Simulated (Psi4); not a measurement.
# C2F6O (SMILES FC(F)(F)OC(F)(F)F): HSE06/def2-SVP

Aim: the vertical ionisation energy of C2F6O at HSE06/def2-SVP, from 2 runs. 

The calculation is run with Psi4 1.11.

## Step 1: The system as given

C2F6O has 9 atoms, charge 0, and is taken as a singlet. SMILES: `FC(F)(F)OC(F)(F)F`. The coordinates come from a PBE0-D4/def2-TZVP relaxation.

Bond lengths: F1–C2 1.316 Å, C2–F3 1.325 Å, C2–F4 1.324 Å, C2–O5 1.371 Å, O5–C6 1.371 Å, C6–F7 1.316 Å, C6–F8 1.324 Å, C6–F9 1.325 Å. Some angles: F1–C2–F3 109.4°, F1–C2–F4 108.9°, F1–C2–O5 106.5°, F3–C2–F4 108.3°, F3–C2–O5 112.3°, F4–C2–O5 111.4°, C2–O5–C6 120.1°, O5–C6–F7 106.5°, O5–C6–F8 111.4°, O5–C6–F9 112.3°.

## Step 2: Energy and forces at HSE06/def2-SVP

Contents of calc.py:

```python
import psi4

psi4.set_memory(2200000000)
psi4.set_num_threads(1)
psi4.core.set_output_file('output.dat', False)

m = psi4.geometry("""
0 1
F      2.076690    -0.384510    -0.999750
C      0.777760    -0.429490    -0.791080
F      0.159870     0.303300    -1.706270
F      0.367380    -1.682330    -0.915040
O      0.570650     0.041580     0.479900
C     -0.682950     0.436400     0.870810
F     -0.666110     0.487120     2.186080
F     -0.980110     1.637760     0.399820
F     -1.623170    -0.409820     0.475530
units angstrom
symmetry c1
""")

psi4.set_options({
    'basis': 'def2-SVP',
    'puream': True,
    'e_convergence': 1e-09,
    'd_convergence': 1e-08,
    'scf_type': 'pk',
    'dft_radial_points': 99,
    'dft_spherical_points': 590,
})

E, wfn = psi4.gradient('hse06', molecule=m, return_wfn=True)
psi4.oeprop(wfn, 'WIBERG_LOWDIN_INDICES', 'MULLIKEN_CHARGES', 'DIPOLE', title='HSE06')
print('gradient / Eh bohr^-1')
print(E.np.round(6))
print(f'energy = {wfn.energy():.10f} Eh')
for k, v in sorted(psi4.core.scalar_variables().items()):
    print(f'{k:45s} {v:18.10f}')
```

On the command line:

```bash
$ python calc.py
```

output.dat:

```text
[...]
  Running in c1 symmetry.
[...]
  Nuclear repulsion =  565.577163654716855
[...]
  Multiplicity = 1
[...]
  Nalpha       = 37
  Nbeta        = 37
[...]
    Number of basis functions: 126
[...]
   @RKS iter   1:  -749.11903340045762    1.44592e-01   5.88013e-03 DIIS/ADIIS
[...]
   @RKS iter  10:  -749.29207198262861   -4.32010e-12   7.24647e-09 DIIS
[...]
    Orbital Energies [Eh]
    ---------------------
    Doubly Occupied:
       1A    -24.830315     2A    -24.830240     3A    -24.825950
       4A    -24.825920     5A    -24.824505     6A    -24.824414
       7A    -19.303918     8A    -10.552169     9A    -10.552148
      10A     -1.381190    11A     -1.363845    12A     -1.270627
      13A     -1.268384    14A     -1.265429    15A     -1.262564
      16A     -1.149753    17A     -0.802134    18A     -0.713697
      19A     -0.682739    20A     -0.659570    21A     -0.655868
      22A     -0.637347    23A     -0.631141    24A     -0.553529
      25A     -0.517246    26A     -0.512964    27A     -0.507239
      28A     -0.503227    29A     -0.483564    30A     -0.483361
      31A     -0.468284    32A     -0.459885    33A     -0.458304
      34A     -0.444627    35A     -0.443987    36A     -0.433197
[...]
  @RKS Final Energy:  -749.29207198262861
   => Energetics <=
    Nuclear Repulsion Energy =            565.5771636547168555
    One-Electron Energy =               -2164.9092904456806536
    Two-Electron Energy =                 913.0564055755090749
    DFT Exchange-Correlation Energy =     -63.0163507671740390
    Empirical Dispersion Energy =           0.0000000000000000
    VV10 Nonlocal Energy =                  0.0000000000000000
    Total Energy =                       -749.2920719826286131
[...]
  -Total Gradient:
     Atom            X                  Y                   Z
    ------   -----------------  -----------------  -----------------
       1        0.001842806396    -0.000119743015    -0.000075461364
       2       -0.004368728077     0.001948482907     0.001459327884
       3       -0.000074075222     0.000262132882    -0.002214288337
       4        0.000305310811    -0.002085477909    -0.000803030721
       5        0.004282716471     0.000310977887     0.003595251715
       6        0.000867262840    -0.002204964031    -0.004403325853
       7        0.000223482307     0.000268815342     0.001817750837
       8       -0.000917042839     0.002045829244     0.000288279511
       9       -0.002167517198    -0.000426645930     0.000330596252
[...]
 Multipole Moments:
 ------------------------------------------------------------------------------------
     Multipole            Electronic (a.u.)      Nuclear  (a.u.)        Total (a.u.)
 ------------------------------------------------------------------------------------
 L = 1.  Multiply by 2.5417464519 to convert [e a0] to [Debye]
 Dipole X            :         -0.5678841            0.5431886           -0.0246954
 Dipole Y            :         -0.0413843            0.0395780           -0.0018063
 Dipole Z            :         -0.4775725            0.4568062           -0.0207663
 Magnitude           :                                                    0.0323167
[...]
  Mulliken Charges: (a.u.)
   Center  Symbol    Alpha    Beta     Spin     Total
       1     F     4.56735  4.56735  0.00000 -0.13470
       2     C     2.70429  2.70429  0.00000  0.59143
       3     F     4.57807  4.57807  0.00000 -0.15614
       4     F     4.57404  4.57404  0.00000 -0.14808
       5     O     4.15251  4.15251  0.00000 -0.30502
       6     C     2.70428  2.70428  0.00000  0.59144
       7     F     4.56735  4.56735  0.00000 -0.13470
       8     F     4.57404  4.57404  0.00000 -0.14808
       9     F     4.57807  4.57807  0.00000 -0.15614
   Total alpha = 37.00000, Total beta = 37.00000, Total charge =  0.00000
[...]
```

On the terminal:

```text
gradient / Eh bohr^-1
[[ 1.843e-03 -1.200e-04 -7.500e-05]
 [-4.369e-03  1.948e-03  1.459e-03]
 [-7.400e-05  2.620e-04 -2.214e-03]
 [ 3.050e-04 -2.085e-03 -8.030e-04]
 [ 4.283e-03  3.110e-04  3.595e-03]
 [ 8.670e-04 -2.205e-03 -4.403e-03]
 [ 2.230e-04  2.690e-04  1.818e-03]
 [-9.170e-04  2.046e-03  2.880e-04]
 [-2.168e-03 -4.270e-04  3.310e-04]]
energy = -749.2920719826 Eh
CURRENT ENERGY                                   -749.2920719826
CURRENT REFERENCE ENERGY                         -749.2920719826
DD SOLVATION ENERGY                                 0.0000000000
DFT FUNCTIONAL TOTAL ENERGY                      -749.2920719826
DFT TOTAL ENERGY                                 -749.2920719826
DFT VV10 ENERGY                                     0.0000000000
DFT XC ENERGY                                     -63.0163507672
GRID ELECTRONS ALPHA                               36.9999996856
GRID ELECTRONS BETA                                36.9999996856
GRID ELECTRONS TOTAL                               73.9999993713
NUCLEAR REPULSION ENERGY                          565.5771636547
ONE-ELECTRON ENERGY                             -2164.9092904457
PCM POLARIZATION ENERGY                             0.0000000000
PE ENERGY                                           0.0000000000
SCF ITERATION ENERGY                             -749.2920719826
SCF ITERATIONS                                     10.0000000000
SCF TOTAL ENERGY                                 -749.2920719826
TWO-ELECTRON ENERGY                               913.0564055755
XC GRID RADIAL POINTS                              99.0000000000
XC GRID SPHERICAL POINTS                          590.0000000000
XC GRID TOTAL POINTS                           495012.0000000000
```

Run time: 1.8 min. Hardware: 1 thread of Intel Xeon Platinum 8259CL at 2.50GHz (Skylake/Cascade Lake), shared host; peak memory 1.1 GiB.

## Step 3: The doublet cation: a single-point energy at UHSE06/def2-SVP

Contents of c2f6o.json:

```json
{
 "schema_name": "qcschema_input",
 "schema_version": 1,
 "molecule": {
  "schema_name": "qcschema_molecule",
  "schema_version": 2,
  "symbols": ["F", "C", "F", "F", "O", "C", "F", "F", "F"],
  "geometry": [3.92437535, -0.72661859, -1.88925369, 1.46975339, -0.81161847, -1.49492454, 0.30211052, 0.57315393, -3.22438299, 0.69424758, -3.17914295, -1.72917499, 1.07837221, 0.07857481, 0.90687957, -1.29058846, 0.82467648, 1.64559241, -1.25876547, 0.92052339, 4.13109249, -1.85213947, 3.09491786, 0.7555503, -3.06734675, -0.77444756, 0.89862146],
  "molecular_charge": 1,
  "molecular_multiplicity": 2,
  "fix_symmetry": "c1"
 },
 "driver": "energy",
 "model": {
  "method": "hse06",
  "basis": "def2-SVP"
 },
 "keywords": {
  "reference": "uks",
  "puream": true,
  "e_convergence": 1e-09,
  "d_convergence": 1e-08,
  "scf_type": "pk",
  "dft_radial_points": 99,
  "dft_spherical_points": 590,
  "maxiter": 100,
  "scf_properties": ["WIBERG_LOWDIN_INDICES", "MAYER_INDICES", "LOWDIN_CHARGES"]
 }
}
```

On the command line:

```bash
$ psi4 --qcschema c2f6o.json -n 1 --memory 2200MB
```

stdout:

```text
[...]
  Running in c1 symmetry.
[...]
  Nuclear repulsion =  565.577163981826175
[...]
  Multiplicity = 2
[...]
  Nalpha       = 37
  Nbeta        = 36
[...]
    Number of basis functions: 126
[...]
   @UKS iter   1:  -748.63594678642721    6.27679e-01   5.14694e-03 DIIS/ADIIS
[...]
   @UKS iter  17:  -748.77955220941612   -5.11591e-12   8.12895e-09 DIIS
[...]
   @S^2 Observed:                7.544274003E-01
[...]
    Orbital Energies [Eh]
    ---------------------
    Alpha Occupied:
       1A    -25.098834     2A    -25.098743     3A    -25.085978
       4A    -25.085902     5A    -25.071445     6A    -25.071414
       7A    -19.712691     8A    -10.820211     9A    -10.820188
      10A     -1.654450    11A     -1.619264    12A     -1.527727
      13A     -1.523793    14A     -1.517934    15A     -1.513099
      16A     -1.499801    17A     -1.113406    18A     -0.966080
      19A     -0.943245    20A     -0.936980    21A     -0.921850
      22A     -0.889069    23A     -0.874967    24A     -0.835441
      25A     -0.814449    26A     -0.766972    27A     -0.762189
      28A     -0.755265    29A     -0.751107    30A     -0.744279
      31A     -0.730032    32A     -0.715275    33A     -0.715028
      34A     -0.709058    35A     -0.700583    36A     -0.688333
[...]
  @UKS Final Energy:  -748.77955220941612
   => Energetics <=
    Nuclear Repulsion Energy =            565.5771639818261747
    One-Electron Energy =               -2145.3320648025264745
    Two-Electron Energy =                 893.5878543115686625
    DFT Exchange-Correlation Energy =     -62.6125057002846148
    Empirical Dispersion Energy =           0.0000000000000000
    VV10 Nonlocal Energy =                  0.0000000000000000
    Total Energy =                       -748.7795522094161242
[...]
 Multipole Moments:
 ------------------------------------------------------------------------------------
     Multipole            Electronic (a.u.)      Nuclear  (a.u.)        Total (a.u.)
 ------------------------------------------------------------------------------------
 L = 1.  Multiply by 2.5417464519 to convert [e a0] to [Debye]
 Dipole X            :         -0.2998876            0.5431886            0.2433010
 Dipole Y            :         -0.0218136            0.0395780            0.0177644
 Dipole Z            :         -0.2521748            0.4568062            0.2046314
 Magnitude           :                                                    0.3184100
[...]
```

The result, in JSON:

```text
{
 "driver": "energy",
 "model": {
  "method": "hse06",
  "basis": "def2-SVP"
 },
 "success": true,
 "return_result": -748.7795522094161,
 "properties": {
  "calcinfo_nbasis": 126,
  "calcinfo_nmo": 126,
  "calcinfo_nalpha": 37,
  "calcinfo_nbeta": 36,
  "calcinfo_natom": 9,
  "nuclear_repulsion_energy": 565.5771639818262,
  "return_energy": -748.7795522094161,
  "scf_one_electron_energy": -2145.3320648025265,
  "scf_two_electron_energy": 893.5878543115687,
  "scf_xc_energy": -62.612505700284615,
  "scf_dipole_moment": [0.24330098632751018, 0.017764367062540642, 0.20463139845805534],
  "scf_total_energy": -748.7795522094161,
  "scf_iterations": 17
 }
}
```

Run time: 2.5 min. Hardware: 1 thread of Intel Xeon Platinum 8259CL at 2.50GHz (Skylake/Cascade Lake), shared host; peak memory 1.1 GiB.

## Step 4: Summary of results

At HSE06/def2-SVP:

| quantity | value |
| --- | --- |
| singlet C2F6O: total energy | -749.29207 Eh |
| singlet C2F6O: dipole moment | 0.08 D |
| singlet C2F6O: HOMO energy | -10.88 eV |
| singlet C2F6O: LUMO energy | 3.48 eV |
| singlet C2F6O: HOMO–LUMO gap | 14.36 eV |
| singlet C2F6O: largest force on an atom | 0.288 eV/Å |
| doublet cation: total energy | -748.77955 Eh |
| doublet cation: HOMO energy (highest over α and β) | -18.59 eV |
| doublet cation: LUMO energy (lowest over α and β) | -16.93 eV |
| doublet cation: ⟨S²⟩ | 0.754 |
| vertical ionisation energy (to the doublet cation) | 13.946 eV |

**Reading.** Removing an electron at fixed nuclei costs 13.95 eV (322 kcal/mol). The largest force (singlet C2F6O) is 0.29 eV/Å: the shape isn't a stationary point for this species at this level. The negative HOMO energy of the first species, 10.88 eV, lies 3.06 eV below that difference. Mulliken charges (singlet C2F6O) run from -0.31 on O5 to +0.59 on C6; they depend strongly on the basis.
